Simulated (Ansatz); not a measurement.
# Ba2SeS: the band gap up the ladder of functionals

An exercise on one series of results from a longer session: the logs are not shown, and one member is left open.

Program: Ansatz 0.2.0. PAW datasets, plane waves. No spin polarisation. The prototype was imposed, so other structures may be more stable.

### The system as given

The cell was relaxed beforehand with r2SCAN.

It is tetragonal, P4/mmm (No. 123); conventional cell a = 4.624 Å, c = 6.541 Å, 34.97 Å³ an atom. S has 6 Ba at 3.27 Å; Ba has 4 Se at 3.27 Å and 2 S at 3.27 Å; Se has 6 Ba at 3.27 Å; Ba has 4 S at 3.27 Å and 2 Se at 3.27 Å.

Structure file:

```
CELL_PARAMETERS angstrom
4.62449 0.00000 0.00000
0.00000 4.62449 0.00000
0.00000 0.00000 6.54121
ATOMIC_POSITIONS crystal
S 0.00000 0.00000 0.00000
Ba 0.00000 0.00000 0.50000
Se 0.50000 0.50000 0.50000
Ba 0.50000 0.50000 0.00000
```

Set-up of the first run:

Contents of input.yaml:

```yaml
crystal:
  lattice:
    - [4.6244860781, 0.0, 0.0]
    - [0.0, 4.6244860781, 0.0]
    - [0.0, 0.0, 6.5412104335]
  atoms:
    - { symbol: S, position: [0.0, 0.0, 0.0] }
    - { symbol: Ba, position: [0.0, 0.0, 0.5] }
    - { symbol: Se, position: [0.5, 0.5, 0.5] }
    - { symbol: Ba, position: [0.5, 0.5, 0.0] }
kpoints:
  mp_grid: { grid: [6, 6, 4] }
  band_path:
    path:
      - [[0.0, 0.0, 0.0], [0.0, 0.5, 0.0], [0.5, 0.5, 0.0], [0.0, 0.0, 0.0], [0.0, 0.0, 0.5], [0.0, 0.5, 0.5], [0.5, 0.5, 0.5], [0.0, 0.0, 0.5]]
      - [[0.0, 0.5, 0.0], [0.0, 0.5, 0.5]]
      - [[0.5, 0.5, 0.0], [0.5, 0.5, 0.5]]
    npoints: 10
hamiltonian:
  xc: pbe
scf:
  occupations: { method: fermi_dirac, width: 0.02 }
  n_extra_bands: 5
output:
  forces: true
  stress: true
  eigenvalues: true
```

Among the steps run: Band structure with PBE; Single point with r2SCAN; HSE06 at the same geometry; PBE+SOC at the same geometry; G0W0 on PBE; PBE0.

One of the session's tables, all rows but one given; the rest of the session is left out.

```
                     level  gap (eV)
                       PBE         ?
                    r2SCAN      2.46
                     HSE06      2.95
                   PBE+SOC      1.98
G0W0@PBE (417 empty bands)      3.26
                      PBE0      3.64
```

**Question.** Estimate the row for PBE.

**Answer.** gap (eV): 2.10. In the column «gap (eV)» it lies between PBE+SOC (1.98) and r2SCAN (2.46).

Meshes: PBE 6×6×4, r2SCAN 6×6×4, HSE06 4×4×4, PBE+SOC 6×6×4, PBE0 4×4×4

In words: The gap runs from 1.98 eV (PBE+SOC) to 3.64 eV (PBE0). PBE reaches 65 % of the G0W0@PBE value, and r2SCAN 76 %. PBE0 lies 0.68 eV above HSE06, which differs from it by screening the long-range exchange. G0W0 values are finite-basis, finite-mesh values.

Limits of these values: Warnings in the runs' records: stress scf threshold loose, stress exchange threshold loose.
